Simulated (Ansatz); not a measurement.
# CH₇BClNSi: how energies converge with the basis set

An exercise on one series of results from a longer session: the logs are not shown, and one member is left open.

The runs use Ansatz 0.2.0, Gaussian basis; one geometry, several basis sets.

The runs, in order: PBE0-D4/def2-SVP; ωB97M-V/def2-SVP; PBE0-D4/def2-QZVPP; ωB97M-V/def2-QZVPP; the functionals' def2-TZVPP values are taken from earlier runs.

**The geometry**

An earlier PBE0-D4 in a triple-zeta def2 set relaxation fixed the geometry.

SMILES `BN(C)[SiH2]Cl`, 12 atoms, charge 0, spin multiplicity 1.

Atoms are counted from 1 here; the program's logs count them from 0.

Bond lengths: B1–N2 1.399 Å, B1–H6 1.198 Å, B1–H7 1.197 Å, N2–C3 1.461 Å, N2–Si4 1.736 Å, C3–H8 1.090 Å, C3–H9 1.094 Å, C3–H10 1.093 Å, Si4–Cl5 2.058 Å, Si4–H11 1.481 Å, Si4–H12 1.473 Å. Angles: N2–B1–H6 119.3°, N2–B1–H7 119.1°, H6–B1–H7 121.6°, B1–N2–C3 122.0°, B1–N2–Si4 121.0°, C3–N2–Si4 117.0°, N2–C3–H8 109.5°, N2–C3–H9 111.0°, N2–C3–H10 110.9°, H8–C3–H9 108.6°, H8–C3–H10 108.7°, H9–C3–H10 108.0°, N2–Si4–Cl5 109.9°, N2–Si4–H11 109.5°, N2–Si4–H12 109.7°, Cl5–Si4–H11 105.8°, Cl5–Si4–H12 108.9°, H11–Si4–H12 112.9°.

Geometry (Å):

```xyz
12
CH7BClNSi
B    -0.3016    1.6232   -0.0728
N     0.0307    0.2640   -0.0767
C     1.3512   -0.2094   -0.4832
Si   -1.1218   -0.9387    0.4115
Cl   -0.4535   -1.9064    2.0998
H     0.5099    2.4260   -0.4372
H    -1.3929    1.9546    0.2894
H     1.9520    0.6341   -0.8223
H     1.2745   -0.9343   -1.2992
H     1.8665   -0.6932    0.3509
H    -1.2250   -1.9800   -0.6372
H    -2.4131   -0.2953    0.7109
```

Set-up of the first run:

Input file in.yaml:

```yaml
crystal:
  periodic: [false, false, false]
  atoms:
    - {symbol: B, position_ang: [-0.301559, 1.623209, -0.072823]}
    - {symbol: N, position_ang: [0.030656, 0.264046, -0.076718]}
    - {symbol: C, position_ang: [1.351219, -0.209408, -0.483222]}
    - {symbol: Si, position_ang: [-1.121813, -0.938741, 0.411549]}
    - {symbol: Cl, position_ang: [-0.453460, -1.906440, 2.099848]}
    - {symbol: H, position_ang: [0.509883, 2.425970, -0.437230]}
    - {symbol: H, position_ang: [-1.392871, 1.954591, 0.289399]}
    - {symbol: H, position_ang: [1.951953, 0.634099, -0.822269]}
    - {symbol: H, position_ang: [1.274486, -0.934272, -1.299220]}
    - {symbol: H, position_ang: [1.866515, -0.693193, 0.350888]}
    - {symbol: H, position_ang: [-1.224996, -1.979970, -0.637159]}
    - {symbol: H, position_ang: [-2.413111, -0.295292, 0.710857]}
basis:
  gaussian: {orbitals: def2-SVP}
hamiltonian: {xc: pbe0, dispersion: d4}
output: {orbitals: {seedname: orbitals}}
```

Launch:

```console
$ ansatz run in.yaml --threads 4 --pin off --events-out ev --progress --plain --max-ram 10444MiB
```

Steps of the session up to this table: PBE0-D4 in def2-SVP; ωB97M-V in def2-SVP; PBE0-D4 in def2-QZVPP; ωB97M-V in def2-QZVPP.

One table of the session follows, with a row left open; its other results are not shown here.

It belongs to the step «Functionals by basis». 

| functional | basis | HOMO (eV) | LUMO (eV) |
| --- | --- | --- | --- |
| PBE0-D4 | def2-SVP | -8.37 | -0.16 |
| PBE0-D4 | def2-TZVPP | -8.40 | -0.39 |
| PBE0-D4 | def2-QZVPP | -8.41 | -0.46 |
| ωB97M-V | def2-SVP | ? | ? |
| ωB97M-V | def2-TZVPP | -10.70 | 1.43 |
| ωB97M-V | def2-QZVPP | -10.71 | 1.17 |

Q: Estimate the row for ωB97M-V, def2-SVP from the others.

As computed: HOMO (eV): -10.64; LUMO (eV): 1.89. In the column «HOMO (eV)» it lies between ωB97M-V, def2-TZVPP (-10.70) and PBE0-D4, def2-QZVPP (-8.41).
